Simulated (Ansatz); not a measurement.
AlH₇SeSi₂, SMILES [SiH3][AlH][Se][SiH3], vertical energies of changing the electron count

With Ansatz's Python interface.

The script reads `alh7sesi2.xyz`:
```text
11

Si   -1.65410    1.51760    0.00670
Al   -0.80240   -0.33290    1.07250
Se    1.51240   -0.39420    1.57310
Si    2.06600   -1.15880   -0.51470
H    -2.26110    1.15520   -1.32200
H    -2.76230    2.16140    0.82980
H    -0.61030    2.55620   -0.21070
H    -1.68630   -1.57370    1.38610
H     3.44590   -1.34220   -0.62130
H     1.52140   -0.19220   -1.48120
H     1.29610   -2.45340   -0.69780
```

Run as a notebook:

**Cell 1**
```python
import ansatz as az
```

**Cell 2**
```python
BASIS = "def2-SVPD"
XC = "b3lyp"
```

**Cell 3**
```python
def total_energy(molecule, charge=0, unpaired=0):
    calc = molecule.calculation().basis(gaussian=BASIS).functional(XC)
    if charge:
        calc = calc.charge(charge)
    if unpaired:
        calc = calc.spin("collinear", total=unpaired)
    report = calc.run(threads=1).report
    if report["published_state_doubts"]:
        print("  doubts:", report["published_state_doubts"])
    return report["free_energy_ev"]
```

**Cell 4**
```python
mol = az.Crystal.molecule_from_extxyz("alh7sesi2.xyz")

parent = total_energy(mol, 0, 0)
cation = total_energy(mol, 1, 1)
print(f"E(N)   = {parent:.5f} eV")
print(f"E(N-1) = {cation:.5f} eV  (1 unpaired)")
print(f"vertical ionisation energy {cation - parent:.3f} eV")
anion = total_energy(mol, -1, 1)
print(f"E(N+1) = {anion:.5f} eV  (1 unpaired)")
print(f"vertical electron affinity {parent - anion:.3f} eV" + ("" if anion < parent else " (unbound in this basis)"))
print(f"fundamental gap IP - EA = {cation + anion - 2 * parent:.3f} eV")
```
Output:
```text
E(N)   = -87804.53911 eV
E(N-1) = -87796.02364 eV  (1 unpaired)
vertical ionisation energy 8.515 eV
E(N+1) = -87805.42781 eV  (1 unpaired)
vertical electron affinity 0.889 eV
fundamental gap IP - EA = 7.627 eV
```

At this unrelaxed geometry removing an electron costs 8.52 eV and adding one releases 0.89 eV.

Caveats:
- Total energies depend on the basis set; only differences at equal settings carry meaning.
- The geometry is a force-field or estimated start, not a minimum of this method, and the basis set is short of its limit. All parts are taken at fixed geometry, without zero-point energy. At an unrelaxed start these energies can be a whole eV from those at the minimum, and a small affinity can change sign.
- b3lyp holds the VWN-RPA fit, as in Gaussian; the form of ORCA and Turbomole is b3lyp5.
- The whole script took 75 s on 1 thread of Arm Neoverse V1, with other jobs on the host, peak memory 0.72 GiB.

(Lines on the test bed's own set-up are left out of the output.)
